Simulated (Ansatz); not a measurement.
## Molecular dynamics of RbLaTa2O7

input.yaml

```yaml
accuracy: low
crystal:
  lattice:
    - [-3.949498, -3.949498, 0.0]
    - [3.949498, -3.949498, 0.0]
    - [0.0, 0.0, 11.427603]
  atoms:
    - { symbol: Rb, position: [-0.06270404, 0.4432579, 0.49757534] }
    - { symbol: La, position: [0.0004638, 0.48057592, 0.00677343] }
    - { symbol: Ta, position: [0.49967032, 0.46604815, 0.21088227] }
    - { symbol: Ta, position: [0.48261481, 0.49269712, 0.810222] }
    - { symbol: O, position: [0.54741115, 0.54831028, 0.00431487] }
    - { symbol: O, position: [0.31090329, 0.18562773, 0.18173692] }
    - { symbol: O, position: [0.25076742, 0.7187581, 0.16432153] }
    - { symbol: O, position: [0.26169193, 0.24046569, 0.87801409] }
    - { symbol: O, position: [0.24325652, 0.74269483, 0.83975551] }
    - { symbol: O, position: [0.5382487, 0.49666888, 0.36259012] }
    - { symbol: O, position: [0.48233034, 0.49456637, 0.6556931] }
    - { symbol: Rb, position: [0.47710551, -0.02897427, 0.51454244] }
    - { symbol: La, position: [0.49102201, -0.0513478, -0.00132239] }
    - { symbol: Ta, position: [-0.004133, -0.04896121, 0.22106769] }
    - { symbol: Ta, position: [-0.00020024, 0.01182696, 0.81122025] }
    - { symbol: O, position: [0.04065091, -0.01674815, 0.01068171] }
    - { symbol: O, position: [0.76381382, 0.72161038, 0.1803295] }
    - { symbol: O, position: [0.81519184, 0.26206977, 0.18361638] }
    - { symbol: O, position: [0.71440911, 0.80137778, 0.82707233] }
    - { symbol: O, position: [0.7661232, 0.26783805, 0.83503571] }
    - { symbol: O, position: [0.0139323, -0.03272265, 0.37669751] }
    - { symbol: O, position: [0.05046798, 0.01214471, 0.6595032] }
basis:
  ecutwfc: 500.0
kpoints:
  mp_grid: { grid: [2, 2, 1] }
hamiltonian:
  xc: r2scan
scf:
  occupations: { method: fermi_dirac, width: 0.05 }
  lower_state_search: "off"
md:
  timestep: 1
  n_steps: 360
  ensemble: nve
  temperature: 1950.0
  initial_velocities: maxwell_boltzmann
  seed: 292489
```

Launched with:

```bash
$ ansatz run input.yaml --threads 2 --pin off --max-ram 5120MiB --backend cpu --events-out ev --progress --plain --runs-dir out
```

It goes on from the last frame of an earlier run, with new velocities.

Output, in part (step lines):

```
md step     0: t =     0.00 fs  T =  1950.0 K  F+E_penalty+E_count = -66854.46352696 eV  E_kin = 5.293197 eV  conserved = -66849.17033000 eV  (11 SCF iters)
md step     1: t =     1.00 fs  T =  1964.3 K  F+E_penalty+E_count = -66854.50248930 eV  E_kin = 5.332121 eV  conserved = -66849.17036870 eV  (9 SCF iters)
md step     2: t =     2.00 fs  T =  1964.0 K  F+E_penalty+E_count = -66854.50140123 eV  E_kin = 5.331225 eV  conserved = -66849.17017638 eV  (9 SCF iters)
md step     3: t =     3.00 fs  T =  1950.2 K  F+E_penalty+E_count = -66854.46355739 eV  E_kin = 5.293783 eV  conserved = -66849.16977468 eV  (9 SCF iters)
md step     4: t =     4.00 fs  T =  1925.4 K  F+E_penalty+E_count = -66854.39553636 eV  E_kin = 5.226325 eV  conserved = -66849.16921121 eV  (9 SCF iters)
md step     5: t =     5.00 fs  T =  1892.8 K  F+E_penalty+E_count = -66854.30641156 eV  E_kin = 5.137848 eV  conserved = -66849.16856365 eV  (5 SCF iters)
md step     6: t =     6.00 fs  T =  1856.2 K  F+E_penalty+E_count = -66854.20655866 eV  E_kin = 5.038644 eV  conserved = -66849.16791471 eV  (4 SCF iters)
md step     7: t =     7.00 fs  T =  1819.5 K  F+E_penalty+E_count = -66854.10635475 eV  E_kin = 4.939014 eV  conserved = -66849.16734091 eV  (4 SCF iters)
[... lines left out ...]
md step   360: t =   360.00 fs  T =  1564.2 K  F+E_penalty+E_count = -66853.41545155 eV  E_kin = 4.246044 eV  conserved = -66849.16940744 eV  (9 SCF iters)
```

The steps, from the saved trajectory:

```csv
time (fs),T (K),potential energy less start (eV),conserved less start (meV/atom)
0,1950,0.000,0.00
12,1723,0.621,0.17
24,1785,0.449,0.07
36,1497,1.232,0.15
48,1377,1.557,0.09
60,1147,2.182,0.14
72,1141,2.198,0.09
84,1322,1.704,0.04
96,1410,1.471,0.19
108,1944,0.017,0.01
120,1574,1.023,0.16
132,1476,1.288,0.11
144,1454,1.351,0.15
156,1561,1.057,0.06
168,1172,2.115,0.12
180,1035,2.489,0.18
192,1459,1.332,0.02
204,1171,2.119,0.16
216,1221,1.982,0.11
228,1388,1.527,0.11
240,1449,1.363,0.11
252,1482,1.273,0.09
264,1294,1.784,0.12
276,1360,1.603,0.11
288,1610,0.926,0.06
300,1357,1.612,0.11
312,1234,1.947,0.15
324,1563,1.051,0.03
336,1513,1.188,0.06
348,1358,1.609,0.14
360,1564,1.048,0.04
```

All steps were run. The conserved energy stayed within 0.23 meV per atom of its start (net change 0.042 meV per atom), so the integration is sound. A run of 0.36 ps of so small a system gives no equilibrium averages. Limits of this set-up: coarse k mesh, low accuracy level.

Mean squared displacements from the first frame to the last, about the centre of mass: Rb 0.54 Å², La 0.08 Å², Ta 0.04 Å², O 0.28 Å².

Last frame:

```xyz
22
Lattice="-3.9495 -3.9495 0.0000 3.9495 -3.9495 0.0000 0.0000 0.0000 11.4276" Properties=species:S:1:pos:R:3
Rb 1.678 -2.200 5.945
La 1.749 -1.999 0.234
Ta -0.132 -3.836 2.361
Ta -0.016 -3.767 9.204
O -0.065 -3.490 0.092
O -0.072 -1.795 2.345
O 2.008 -3.787 1.776
O 0.074 -1.634 9.606
O 2.019 -3.566 9.726
O 0.018 -3.813 4.160
O -0.314 -4.704 7.707
Rb -2.043 -2.414 5.776
La -1.861 -1.620 -0.064
Ta -0.119 0.151 2.447
Ta 0.005 0.290 9.236
O 0.106 -0.003 0.236
O 0.121 -5.873 1.971
O -2.079 -3.828 2.187
O 0.073 -5.595 9.913
O -1.962 -3.705 9.652
O -0.296 0.275 4.209
O 0.197 0.282 7.495
```

Time of the run: 20 min on 2 threads of AMD EPYC 9R45 96-Core Processor (Zen 5), with other jobs on the host, peak memory 1.5 GiB.
